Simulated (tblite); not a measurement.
# C6H15Al (triethylaluminum): the cost of one run

Programs: tblite 0.8.0 and PySCF 2.14.0, with routines of our own; each step states its level. All values are computed. Atoms count from 0.

### Step 1. The system as given

22 atoms, charge 0, multiplicity 1; geometry from: start built from the parent or by distance geometry.

### Step 2. Relaxing the molecule with GFN2-xTB

What the job is given:

```
{"job": {"kind": "relax", "xc": "GFN2-xTB", "basis": "xTB"}, "charge": 0, "multiplicity": 1}
C     -1.013500     2.624300     0.231900
C     -0.676200     1.623900    -0.859600
Al     0.104200    -0.061100    -0.027000
C     -0.813300    -1.802700    -0.339500
C     -2.061300    -1.682100    -1.168900
C      1.738000     0.040500     1.065900
C      2.856600    -0.811800     0.471000
H     -1.430400     3.552800    -0.235900
H     -0.120000     2.905400     0.822100
H     -1.807400     2.207100     0.925800
H     -1.577100     1.350800    -1.431700
H      0.086000     2.043700    -1.519100
H     -0.101500    -2.499900    -0.796700
H     -1.078900    -2.240200     0.661900
H     -2.535200    -2.658200    -1.315500
H     -2.798300    -1.001800    -0.668900
H     -1.791800    -1.265700    -2.176500
H      1.508900    -0.320300     2.097500
H      2.080200     1.106100     1.131100
H      2.547600    -1.878400     0.449600
H      3.756100    -0.730400     1.122400
H      3.106700    -0.463400    -0.542400
```

Run with:

```console
$ OMP_NUM_THREADS=1 python redox_run.py task.json out
```

One launch serves the whole session: the jobs run in the order shown.

Q: Estimate the wall time of this first job on 1 thread of Arm Neoverse V1, shared host.

About 2.4 s.
